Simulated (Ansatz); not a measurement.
**GeH₄S₂: single points with varied inputs**

Aim: run GeH₄S₂ under a spread of inputs, and see what each costs and gives.

Program: Ansatz 0.2.0, Gaussian basis. Level of theory: the settings change from run to run. These are calculated values, not measurements.

## Step 1: The relaxed structure

The structure was relaxed beforehand with PBE0-D4 in a triple-zeta def2 set.

SMILES `[SH][GeH2][SH]`, 7 atoms, charge 0, spin multiplicity 1.

Atoms are counted from 1 here; the program's logs count them from 0.

Bond lengths: S1–Ge2 2.222 Å, S1–H4 1.343 Å, Ge2–S3 2.222 Å, Ge2–H5 1.535 Å, Ge2–H6 1.531 Å, S3–H7 1.343 Å. Angles: Ge2–S1–H4 94.2°, S1–Ge2–S3 114.1°, S1–Ge2–H5 109.2°, S1–Ge2–H6 105.6°, S3–Ge2–H5 109.1°, S3–Ge2–H6 105.7°, H5–Ge2–H6 113.2°, Ge2–S3–H7 94.2°.

## Step 2: PBE0/cc-pVDZ

Set apart from the defaults: coordinates scaled by 1.12, high accuracy.

in.yaml reads:

```yaml
crystal:
  periodic: [false, false, false]
  atoms:
    - {symbol: S, position_ang: [-2.234604, -0.124009, -0.188440]}
    - {symbol: Ge, position_ang: [0.081601, 0.641233, 0.303060]}
    - {symbol: S, position_ang: [1.601325, -1.163223, 1.094584]}
    - {symbol: H, position_ang: [-1.861760, -0.773809, -1.492562]}
    - {symbol: H, position_ang: [0.749552, 1.361567, -1.107950]}
    - {symbol: H, position_ang: [-0.061858, 1.735393, 1.615402]}
    - {symbol: H, position_ang: [1.794287, -1.753314, -0.275279]}
basis:
  gaussian: {orbitals: cc-pVDZ}
hamiltonian: {xc: {name: PBE0}}
accuracy: high
```

On the command line:

```bash
$ ansatz run in.yaml --threads 4 --pin off --events-out ev --progress --plain --max-ram 10444MiB
```

Log:

```text
Functional definition: PBE0
  name "PBE0"
  cite "Adamo & Barone, J. Chem. Phys. 110, 6158 (1999) doi:10.1063/1.478522"
  cite "Perdew, Burke & Ernzerhof, Phys. Rev. Lett. 77, 3865 (1996) doi:10.1103/PhysRevLett.77.3865"
  parent pbe
  parameter a = 0.25
  parameter kappa = 0.804
  parameter beta = 0.06672455060314922
  exchange = (1 - a)*pbe_x(kappa = kappa, mu = beta*pi^2/3) + a*exact_x
  correlation = pbe_c(beta = beta)
1871 factors; integrals over basis functions are off by at most 4.7e-9 eV
mean field evaluation 1: about -78237.2928 eV, gradient 1.8e1 eV
mean field evaluation 2: about -78236.2215 eV, gradient 2.5e1 eV
mean field evaluation 4: about -78238.3317 eV, gradient 5.7e-1 eV
mean field evaluation 8: about -78238.4230 eV, gradient 6.9e-2 eV
mean field evaluation 16: about -78238.4231 eV, gradient 6.2e-6 eV
mean field -78238.42305327 eV, -2875.2090152997 hartree, gradient 2.4e-8 eV, S^2 0.000000; 0 other end points of the search recorded, 0 dependent functions left out
reference -78238.42305580 eV, -2875.2090153928 hartree; 34, 34 occupied and 49, 49 virtual orbitals, 1871 factors
Total energy: -78238.42305580 eV, -2875.2090153928 hartree
```

Wall time 2.5 s (4 threads of Arm Neoverse V2, shared host).

## Step 3: CAM-B3LYP/aug-cc-pVDZ

This run has atoms shaken by 0.03 Å, relativity set to scalar, high accuracy.

in.yaml reads:

```yaml
crystal:
  periodic: [false, false, false]
  atoms:
    - {symbol: S, position_ang: [-1.995672, -0.104986, -0.168716]}
    - {symbol: Ge, position_ang: [0.104419, 0.562397, 0.223033]}
    - {symbol: S, position_ang: [1.454628, -1.020310, 1.007863]}
    - {symbol: H, position_ang: [-1.685004, -0.665640, -1.296288]}
    - {symbol: H, position_ang: [0.711034, 1.239415, -0.939041]}
    - {symbol: H, position_ang: [-0.085621, 1.536102, 1.450600]}
    - {symbol: H, position_ang: [1.601911, -1.558012, -0.219161]}
basis:
  gaussian: {orbitals: aug-cc-pVDZ}
hamiltonian: {xc: {name: CAM-B3LYP}, pseudopotentials: {relativity: scalar}}
accuracy: high
```

Launched as before.

Log, shortened:

```text
Functional definition: CAM-B3LYP
  name "CAM-B3LYP"
  cite "Yanai, Tew & Handy, Chem. Phys. Lett. 393, 51 (2004) doi:10.1016/j.cplett.2004.06.011"
  cite "Iikura, Tsuneda, Yanai & Hirao, J. Chem. Phys. 115, 3540 (2001) doi:10.1063/1.1383587"
  cite "Becke, Phys. Rev. A 38, 3098 (1988) doi:10.1103/PhysRevA.38.3098"
  cite "Lee, Yang & Parr, Phys. Rev. B 37, 785 (1988) doi:10.1103/PhysRevB.37.785"
  cite "Vosko, Wilk & Nusair, Can. J. Phys. 58, 1200 (1980) doi:10.1139/p80-159"
[...]
  # Exact exchange under (alpha + beta erf(omega r))/r, Becke's under what is left of 1/r.
[...]
2587 factors; integrals over basis functions are off by at most 4.4e-9 eV
647 factors; integrals over basis functions are off by at most 2.2e-9 eV
[...]
mean field -78776.27588661 eV, -2894.9747423552 hartree, gradient 6.9e-8 eV, S^2 0.000000; 0 other end points of the search recorded, 0 dependent functions left out
reference -78776.27590995 eV, -2894.9747432132 hartree; 34, 34 occupied and 92, 92 virtual orbitals, 2587 factors
Total energy: -78776.27590995 eV, -2894.9747432132 hartree
Relativity: scalar
```

Run time: 4.9 s. Hardware: 4 threads of Arm Neoverse V2, shared host; peak memory 0.74 GiB.

## Step 4: PBE/cc-pVDZ

Options: D4 dispersion.

in.yaml reads:

```yaml
crystal:
  periodic: [false, false, false]
  atoms:
    - {symbol: S, position_ang: [-1.995182, -0.110722, -0.168250]}
    - {symbol: Ge, position_ang: [0.072858, 0.572529, 0.270589]}
    - {symbol: S, position_ang: [1.429754, -1.038592, 0.977307]}
    - {symbol: H, position_ang: [-1.662285, -0.690901, -1.332645]}
    - {symbol: H, position_ang: [0.669243, 1.215685, -0.989241]}
    - {symbol: H, position_ang: [-0.055231, 1.549458, 1.442323]}
    - {symbol: H, position_ang: [1.602042, -1.565459, -0.245785]}
basis:
  gaussian: {orbitals: cc-pVDZ}
hamiltonian: {xc: {name: PBE}, dispersion: d4}
```

Launched as before.

Log:

```text
Functional definition: PBE
  name "PBE"
  cite "Perdew, Burke & Ernzerhof, Phys. Rev. Lett. 77, 3865 (1996) doi:10.1103/PhysRevLett.77.3865"
  parent pbe
  parameter kappa = 0.804
  parameter beta = 0.06672455060314922
  exchange = pbe_x(kappa = kappa, mu = beta*pi^2/3)
  correlation = pbe_c(beta = beta)
1109 factors; their error is unknown
mean field evaluation 1: about -78235.3043 eV, gradient 2.0e1 eV
mean field evaluation 2: about -78235.1504 eV, gradient 2.2e1 eV
mean field evaluation 4: about -78236.5080 eV, gradient 1.1e0 eV
mean field evaluation 8: about -78236.4826 eV, gradient 6.4e-2 eV
mean field -78236.48257274 eV, -2875.1377039556 hartree, gradient 2.7e-5 eV, S^2 0.000000; 0 other end points of the search recorded, 0 dependent functions left out
reference -78236.48260665 eV, -2875.1377052018 hartree; 34, 34 occupied and 49, 49 virtual orbitals, 1109 factors
Total energy: -78236.65230137 eV, -2875.1439413677 hartree
```

Run time: 0.6 s. Hardware: 4 threads of Arm Neoverse V2, shared host.

## Step 5: HF/def2-SVP

Set apart from the defaults: charge +1, multiplicity 2.

in.yaml, as its differences from that of step 4:

```diff
@@ -11,3 +11,6 @@
 basis:
-  gaussian: {orbitals: cc-pVDZ}
-hamiltonian: {xc: {name: PBE}, dispersion: d4}
+  gaussian: {orbitals: def2-SVP}
+total_charge: 1
+magnetization: {spin_polarized: true, initial_magnetization: 1}
+hamiltonian: {xc: {name: HF}}
+output: {forces: true}
```

The command is unchanged.

Log, shortened:

```text
Functional definition: HF
  name "HF"
  cite "Fock, Z. Phys. 61, 126 (1930) doi:10.1007/BF01340294"
  parent pbe
[...]
844 factors; integrals over basis functions are off by at most 1.6e-3 eV
[...]
mean field -78150.21114722 eV, -2871.9672875446 hartree, gradient 5.9e-5 eV, S^2 0.763316; 4 other end points of the search recorded, 0 dependent functions left out
[...]
reference -78150.21114722 eV, -2871.9672875446 hartree; 34, 33 occupied and 54, 55 virtual orbitals, 844 factors
Total energy: -78150.21114722 eV, -2871.9672875446 hartree
Atom 0 at    -1.995182    -0.110722    -0.168250 Å, force    -1.631158    -0.743622    -0.477788 eV/Å
Atom 1 at     0.072858     0.572529     0.270589 Å, force     3.466683     1.384469     1.160597 eV/Å
Atom 2 at     1.429754    -1.038592     0.977307 Å, force    -0.744733    -0.062971    -0.466285 eV/Å
Atom 3 at    -1.662285    -0.690901    -1.332645 Å, force    -0.258472    -0.132655    -0.114481 eV/Å
Atom 4 at     0.669243     1.215685    -0.989241 Å, force    -0.615142    -0.216629    -0.033514 eV/Å
Atom 5 at    -0.055231     1.549458     1.442323 Å, force    -0.376248    -0.201416    -0.257420 eV/Å
Atom 6 at     1.602042    -1.565459    -0.245785 Å, force     0.159070    -0.027176     0.188891 eV/Å
Dipole moment:    -0.810944    -0.035387    -0.720274 e Å
```

Run time: 2.6 s. Hardware: 4 threads of Arm Neoverse V2, shared host.

Largest force 3.909 eV/Å, ⟨S²⟩ 0.763.

## Step 6: r2SCAN0/STO-3G

Set apart from the defaults: D4 dispersion.

in.yaml, as its differences from that of step 5:

```diff
@@ -11,6 +11,3 @@
 basis:
-  gaussian: {orbitals: def2-SVP}
-total_charge: 1
-magnetization: {spin_polarized: true, initial_magnetization: 1}
-hamiltonian: {xc: {name: HF}}
-output: {forces: true}
+  gaussian: {orbitals: STO-3G}
+hamiltonian: {xc: {name: r2SCAN0}, dispersion: d4}
```

The command is unchanged.

Log, shortened:

```text
Functional definition: r2SCAN0
  name "r2SCAN0"
  cite "Bursch, Neugebauer, Ehlert & Grimme, J. Chem. Phys. 156, 134105 (2022) doi:10.1063/5.0086040"
  cite "Furness, Kaplan, Ning, Perdew & Sun, J. Phys. Chem. Lett. 11, 8208 (2020) doi:10.1021/acs.jpclett.0c02405"
  cite "Furness, Kaplan, Ning, Perdew & Sun, J. Phys. Chem. Lett. 11, 9248 (2020) doi:10.1021/acs.jpclett.0c03077"
  parent r2scan
[...]
423 factors; integrals over basis functions are off by at most 2.6e-5 eV
[...]
mean field -77366.11867396 eV, -2843.1524206294 hartree, gradient 3.7e-5 eV, S^2 0.000000; 0 other end points of the search recorded, 0 dependent functions left out
reference -77366.11867827 eV, -2843.1524207879 hartree; 34, 34 occupied and 6, 6 virtual orbitals, 423 factors
Total energy: -77366.16610527 eV, -2843.1541636979 hartree
```

Run time: 0.7 s. Hardware: 4 threads of Arm Neoverse V2, shared host.

## Step 7: PBEsol/6-31G*

Options: atoms shaken by 0.15 Å, D4 dispersion, high accuracy, the search for lower states set to light.

in.yaml reads:

```yaml
crystal:
  periodic: [false, false, false]
  atoms:
    - {symbol: S, position_ang: [-1.959740, -0.070969, -0.281865]}
    - {symbol: Ge, position_ang: [-0.034807, 0.657037, 0.337070]}
    - {symbol: S, position_ang: [1.373516, -1.109698, 0.869885]}
    - {symbol: H, position_ang: [-1.765183, -0.893528, -1.405284]}
    - {symbol: H, position_ang: [0.629379, 1.309761, -0.880282]}
    - {symbol: H, position_ang: [-0.277806, 1.471152, 1.243063]}
    - {symbol: H, position_ang: [1.616923, -1.716850, -0.234709]}
basis:
  gaussian: {orbitals: "6-31G*"}
hamiltonian: {xc: {name: PBEsol}, dispersion: d4}
accuracy: high
scf: {lower_state_search: light}
output: {forces: true}
```

The command is unchanged.

Log, shortened:

```text
Functional definition: PBEsol
  name "PBEsol"
  cite "Perdew et al., Phys. Rev. Lett. 100, 136406 (2008) doi:10.1103/PhysRevLett.100.136406"
  cite "Perdew, Burke & Ernzerhof, Phys. Rev. Lett. 77, 3865 (1996) doi:10.1103/PhysRevLett.77.3865"
  parent pbesol
[...]
1595 factors; integrals over basis functions are off by at most 4.7e-9 eV
[...]
mean field -78151.30613186 eV, -2872.0075274881 hartree, gradient 1.2e-8 eV, S^2 0.000000; 0 other end points of the search recorded, 0 dependent functions left out
[...]
reference -78151.30613540 eV, -2872.0075276181 hartree; 34, 34 occupied and 47, 47 virtual orbitals, 1595 factors
Total energy: -78151.36328563 eV, -2872.0096278502 hartree
Atom 0 at    -1.959740    -0.070969    -0.281865 Å, force    -1.749951    -0.830396    -0.760715 eV/Å
Atom 1 at    -0.034807     0.657037     0.337070 Å, force     3.439894    -7.175912    -7.902075 eV/Å
Atom 2 at     1.373516    -1.109698     0.869885 Å, force    -0.602963     1.612927     2.884065 eV/Å
Atom 3 at    -1.765183    -0.893528    -1.405284 Å, force     0.376638     0.709146     0.822658 eV/Å
Atom 4 at     0.629379     1.309761    -0.880282 Å, force     0.185093     0.207759    -0.181404 eV/Å
Atom 5 at    -0.277806     1.471152     1.243063 Å, force    -1.747605     6.126465     7.508896 eV/Å
Atom 6 at     1.616923    -1.716850    -0.234709 Å, force     0.098893    -0.649988    -2.371426 eV/Å
Dipole moment:     0.051226     0.142872    -0.330500 e Å
```

It took 2.3 s on 4 threads of Arm Neoverse V2, shared host.

Largest force 11.215 eV/Å, dipole 1.75 D.

## Step 8: CCSD(T)/def2-TZVPP

Options: atoms shaken by 0.15 Å, a grid of angular degree 47, finite nuclei, relativity set to scalar, the search for lower states set to off.

in.yaml reads:

```yaml
crystal:
  periodic: [false, false, false]
  atoms:
    - {symbol: S, position_ang: [-2.020573, -0.560484, -0.028775]}
    - {symbol: Ge, position_ang: [0.027370, 0.535978, 0.217572]}
    - {symbol: S, position_ang: [1.762298, -0.986545, 0.846004]}
    - {symbol: H, position_ang: [-1.643011, -0.590857, -1.392307]}
    - {symbol: H, position_ang: [0.914713, 1.180256, -1.124018]}
    - {symbol: H, position_ang: [-0.099834, 1.609840, 1.110292]}
    - {symbol: H, position_ang: [1.717298, -1.451060, -0.361609]}
basis:
  gaussian: {orbitals: def2-TZVPP, final_grid: {core_spheres: 20, valence_spheres: 16, degree: 47}, nuclear_model: gaussian}
hamiltonian: {xc: {name: HF}, pseudopotentials: {relativity: scalar}}
correlation: {method: ccsd_t}
scf: {lower_state_search: off}
```

Same command.

Log, shortened:

```text
Functional definition: HF
  name "HF"
  cite "Fock, Z. Phys. 61, 126 (1930) doi:10.1007/BF01340294"
  parent pbe
[...]
1100 factors; integrals over basis functions are off by at most 8.4e-4 eV
[...]
mean field -78692.01962443 eV, -2891.8783818311 hartree, gradient 2.3e-6 eV, S^2 0.000000; 0 other end points of the search recorded, 0 dependent functions left out
19 core orbitals not correlated: weight in the atoms' cores, before any rotation towards them, 1.000 or more for the frozen orbitals, at most 0.000 for the correlated occupied ones
reference -78692.01962443 eV, -2891.8783818311 hartree; 15, 15 occupied and 154, 154 virtual orbitals, 1100 factors
second order -16.98753221 eV of doubles, -0.00000000 eV of singles
cycle   1  -17.53336963 eV  change   -5.5e-1 eV  update   1.0e-1
[...]
cycle   9  -18.16123371 eV  change    1.7e-6 eV  update   3.5e-5
perturbative correction -0.81082218 eV, -0.0297971656 hartree
Total energy: -78710.99168032 eV, -2892.5755920254 hartree
Relativity: scalar
Checks for a lower state left out: stability, starts, cluster_reference, orbital_swaps, neighbouring_geometries, increment
```

Run time: 30 s. Hardware: 4 threads of Arm Neoverse V2, shared host; peak memory 1.8 GiB.

T1 0.012.

## Step 9: rPW86-PBE/cc-pVTZ-DK

Set apart from the defaults: multiplicity 3, D3(BJ) dispersion.

in.yaml reads:

```yaml
crystal:
  periodic: [false, false, false]
  atoms:
    - {symbol: S, position_ang: [-1.995182, -0.110722, -0.168250]}
    - {symbol: Ge, position_ang: [0.072858, 0.572529, 0.270589]}
    - {symbol: S, position_ang: [1.429754, -1.038592, 0.977307]}
    - {symbol: H, position_ang: [-1.662285, -0.690901, -1.332645]}
    - {symbol: H, position_ang: [0.669243, 1.215685, -0.989241]}
    - {symbol: H, position_ang: [-0.055231, 1.549458, 1.442323]}
    - {symbol: H, position_ang: [1.602042, -1.565459, -0.245785]}
basis:
  gaussian: {orbitals: cc-pVTZ-DK}
magnetization: {spin_polarized: true, initial_magnetization: 2}
hamiltonian: {xc: {name: rPW86-PBE}, dispersion: d3bj}
```

The command is unchanged.

Log:

```text
Functional definition: rPW86-PBE
  name "rPW86-PBE"
  cite "Murray, Lee & Langreth, J. Chem. Theory Comput. 5, 2754 (2009) doi:10.1021/ct900365q"
  cite "Perdew, Burke & Ernzerhof, Phys. Rev. Lett. 77, 3865 (1996) doi:10.1103/PhysRevLett.77.3865"
  parent pbe
  exchange = rpw86_x
  correlation = pbe_c
1153 factors; their error is unknown
mean field evaluation 1: about -78947.8347 eV, gradient 1.9e1 eV
mean field evaluation 2: about -78948.3394 eV, gradient 1.6e1 eV
mean field evaluation 4: about -78948.3519 eV, gradient 1.1e1 eV
mean field evaluation 8: about -78949.5756 eV, gradient 2.5e-1 eV
mean field evaluation 16: about -78949.5418 eV, gradient 4.3e-3 eV
mean field evaluation 32: about -78948.1947 eV, gradient 6.0e0 eV
mean field evaluation 64: about -78948.2182 eV, gradient 4.9e-1 eV
mean field -78949.54177104 eV, -2901.3421461643 hartree, gradient 3.2e-5 eV, S^2 2.004433; 8 other end points of the search recorded, 0 dependent functions left out
reference -78949.54188113 eV, -2901.3421502100 hartree; 35, 33 occupied and 132, 134 virtual orbitals, 1153 factors
Total energy: -78949.71896641 eV, -2901.3486579742 hartree
Relativity: scalar
```

Run time: 16 s. Hardware: 4 threads of Arm Neoverse V2, shared host; peak memory 0.55 GiB.

⟨S²⟩ 2.004.

## Step 10: wB97X-V/cc-pVTZ

in.yaml, as its differences from that of step 9:

```diff
@@ -11,4 +11,3 @@
 basis:
-  gaussian: {orbitals: cc-pVTZ-DK}
-magnetization: {spin_polarized: true, initial_magnetization: 2}
-hamiltonian: {xc: {name: rPW86-PBE}, dispersion: d3bj}
+  gaussian: {orbitals: cc-pVTZ}
+hamiltonian: {xc: {name: wB97X-V}}
```

The command is unchanged.

Log, shortened:

```text
Functional definition: wB97X-V
  name "wB97X-V"
  cite "Mardirossian & Head-Gordon, Phys. Chem. Chem. Phys. 16, 9904 (2014) doi:10.1039/C3CP54374A"
  cite "Becke, J. Chem. Phys. 107, 8554 (1997) doi:10.1063/1.475007"
  cite "Vydrov & Van Voorhis, J. Chem. Phys. 133, 244103 (2010) doi:10.1063/1.3521275"
[...]
      + integral(e_c_pw_opposite_spin*poly(b97_u_opposite, cos0, cos1)) + vv10(b, c)
1215 factors; their error is unknown
244 factors; integrals over basis functions are off by at most 9.9e-6 eV
[...]
mean field -78249.10104786 eV, -2875.6014243633 hartree, gradient 2.8e-5 eV, S^2 0.000000; 0 other end points of the search recorded, 0 dependent functions left out
reference -78249.10104599 eV, -2875.6014242943 hartree; 34, 34 occupied and 133, 133 virtual orbitals, 1215 factors
Total energy: -78249.10104599 eV, -2875.6014242943 hartree
```

It took 4.3 s on 4 threads of Arm Neoverse V2, shared host; peak memory 0.44 GiB.

## Step 11: All runs side by side

```tsv
level	charge	multiplicity	geometry	functions	energy (eV)	time
PBE0/cc-pVDZ	0	1	scaled	83	-78238.423	2.5 s
CAM-B3LYP/aug-cc-pVDZ	0	1	shaken	126	-78776.276	4.9 s
PBE/cc-pVDZ	0	1	relaxed	83	-78236.652	0.6 s
HF/def2-SVP	1	2	relaxed	88	-78150.211	2.6 s
r2SCAN0/STO-3G	0	1	relaxed	40	-77366.166	0.7 s
PBEsol/6-31G*	0	1	shaken	81	-78151.363	2.3 s
CCSD(T)/def2-TZVPP	0	1	shaken	188	-78710.992	30 s
rPW86-PBE/cc-pVTZ-DK	0	3	relaxed	167	-78949.719	16 s
wB97X-V/cc-pVTZ	0	1	relaxed	167	-78249.101	4.3 s
```

## Step 12: Results

| quantity | value |
| --- | --- |
| runs | 9 |
| quickest | PBE/cc-pVDZ, 0.6 s |
| slowest | CCSD(T)/def2-TZVPP, 30 s |
| spread of total energies, same state and geometry | 882.9 eV |

What this shows: CCSD(T)/def2-TZVPP took 49 times as long as PBE/cc-pVDZ. The jobs differ in tasks and options as well as level. Total energies at one charge and spin differ by 883 eV between levels, so only differences within one level mean anything.
